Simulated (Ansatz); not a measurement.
# Ga3Cl: the cost of one run

Method: reference: DFT PBE, plane waves, PAW, scalar-relativistic, no spin polarisation, in Ansatz 0.2.0.

### Step 1. Starting point

Symmetry: I4/mmm, No. 139, tetragonal system. The conventional cell has a = 3.972 Å, b = 3.972 Å, c = 9.156 Å, α = 90.00°, β = 90.00°, γ = 90.00°. Ga (site symmetry 4/mmm) is surrounded by 4 Cl at 2.81 Å and 8 Ga at 3.03 Å. Around Ga (site symmetry -4m2) lie 8 Ga at 2.81 to 3.03 Å and 4 Cl at 3.03 Å. Cl (site symmetry 4/mmm) is surrounded by 12 Ga at 2.81 to 3.03 Å.

As a file:

```cif
data_structure
_symmetry_space_group_name_H-M 'P 1'
_symmetry_Int_Tables_number 1
_cell_length_a 3.9718
_cell_length_b 3.9718
_cell_length_c 5.3706
_cell_angle_alpha 68.299
_cell_angle_beta 68.299
_cell_angle_gamma 90.000
_cell_volume 72.21
loop_
_atom_site_label
_atom_site_type_symbol
_atom_site_fract_x
_atom_site_fract_y
_atom_site_fract_z
_atom_site_occupancy
Ga1 Ga 0.50000 0.50000 0.00000 1
Ga2 Ga 0.75000 0.25000 0.50000 1
Ga3 Ga 0.25000 0.75000 0.50000 1
Cl1 Cl 0.00000 0.00000 0.00000 1
```

### Step 2. Reference

Input file input.yaml:

```yaml
crystal:
  lattice:
    - [0.0, 3.971792, 0.0]
    - [3.971792, 0.0, 0.0]
    - [1.985896, 1.985896, -4.577765]
  atoms:
    - { symbol: Ga, position: [0.5, 0.5, 0.0] }
    - { symbol: Ga, position: [0.75, 0.25, 0.5] }
    - { symbol: Ga, position: [0.25, 0.75, 0.5] }
    - { symbol: Cl, position: [0.0, 0.0, 0.0] }
  symmetry: { tolerance: 0.0003 }
kpoints:
  mp_grid: { grid: [5, 5, 5], shift: [0, 0, 0] }
magnetization:
  spin_polarized: false
scf:
  occupations: { method: cold, width: 0.2427 }
hamiltonian:
  pseudopotentials: { kind: paw }
  xc: pbe
basis:
  ecutwfc: 420
output:
  forces: true
  stress: true
  eigenvalues: true
relax:
  max_steps: 40
  cell: {}
```

Launch:

```console
ansatz run input.yaml --threads 1 --pin off --max-ram 2560MiB --backend cpu --events-out ev --progress --plain --runs-dir out
```

What time and memory should one allow on 1 thread of Intel Xeon 6975P-C (Granite Rapids), shared host?

About 14 s, with a peak of 0.42 GiB.
